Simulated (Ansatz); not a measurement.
# ZnCuC6N6: the cost of one run

Program: Ansatz 0.2.0. Level of theory: DFT PBE, scalar-relativistic, plane waves, PAW. These are calculated values, not measurements.

**1. Starting point**

It takes space group Fm-3m (No. 225, cubic). The conventional cell has a = 10.189 Å, b = 10.189 Å, c = 10.189 Å, α = 90.00°, β = 90.00°, γ = 90.00°. Zn (site symmetry m-3m) is surrounded by 6 N at 2.01 Å. Cu (site symmetry m-3m) is surrounded by 6 C at 1.92 Å. C (site symmetry 4mm) is surrounded by 1 N at 1.17 Å and 1 Cu at 1.92 Å. N (site symmetry 4mm) has 1 C at 1.17 Å and 1 Zn at 2.01 Å in its first shell of neighbours.

Coordinates:

```cif
data_structure
_symmetry_space_group_name_H-M 'Fm-3m'
_symmetry_Int_Tables_number 225
_cell_length_a 10.1890
_cell_length_b 10.1890
_cell_length_c 10.1890
_cell_angle_alpha 90.000
_cell_angle_beta 90.000
_cell_angle_gamma 90.000
_cell_volume 1057.78
loop_
_atom_site_label
_atom_site_type_symbol
_atom_site_symmetry_multiplicity
_atom_site_Wyckoff_symbol
_atom_site_fract_x
_atom_site_fract_y
_atom_site_fract_z
_atom_site_occupancy
Zn1 Zn 4 b 0.50000 0.00000 0.00000 1
Cu1 Cu 4 a 0.00000 0.00000 0.00000 1
C1 C 24 e 0.18814 0.00000 0.00000 1
N1 N 24 e 0.30297 0.00000 0.00000 1
```

Recipe of the guess: cyanide-bridged rock-salt net of two metals, 0 guest cations a cell (Fm-3m, No. 225). Its size is a rough estimate.

**2. The guess as it stands, on a coarse mesh**

File input.yaml:

```yaml
crystal:
  lattice:
    - [0.0, 5.0945, 5.0945]
    - [5.0945, 0.0, 5.0945]
    - [5.0945, 5.0945, 0.0]
  atoms:
    - { symbol: Zn, position: [0.5, 0.5, 0.5] }
    - { symbol: Cu, position: [0.0, 0.0, 0.0], spin: 1.0 }
    - { symbol: C, position: [0.81185592, 0.18814408, 0.18814408] }
    - { symbol: C, position: [0.18814408, 0.81185592, 0.18814408] }
    - { symbol: C, position: [0.18814408, 0.18814408, 0.81185592] }
    - { symbol: C, position: [0.18814408, 0.81185592, 0.81185592] }
    - { symbol: C, position: [0.81185592, 0.18814408, 0.81185592] }
    - { symbol: C, position: [0.81185592, 0.81185592, 0.18814408] }
    - { symbol: "N", position: [0.6970262, 0.3029738, 0.3029738] }
    - { symbol: "N", position: [0.3029738, 0.6970262, 0.3029738] }
    - { symbol: "N", position: [0.3029738, 0.3029738, 0.6970262] }
    - { symbol: "N", position: [0.3029738, 0.6970262, 0.6970262] }
    - { symbol: "N", position: [0.6970262, 0.3029738, 0.6970262] }
    - { symbol: "N", position: [0.6970262, 0.6970262, 0.3029738] }
basis:
  ecutwfc: 420
kpoints:
  mp_grid: { grid: [4, 4, 4] }
hamiltonian:
  xc: pbe
scf:
  occupations: { method: gaussian, width: 0.1 }
  lower_state_search: "off"
output:
  forces: true
  stress: true
  eigenvalues: true
  populations: true
magnetization:
  spin_polarized: true
```

Started as:

```
$ ansatz run input.yaml --threads 1 --pin off --max-ram 2560MiB --backend cpu --events-out ev --progress --plain --runs-dir out
```

What time and memory should one allow on 1 thread of Intel Xeon Platinum 8488C (Sapphire Rapids), shared host?

About 24 s, with a peak of 0.71 GiB.
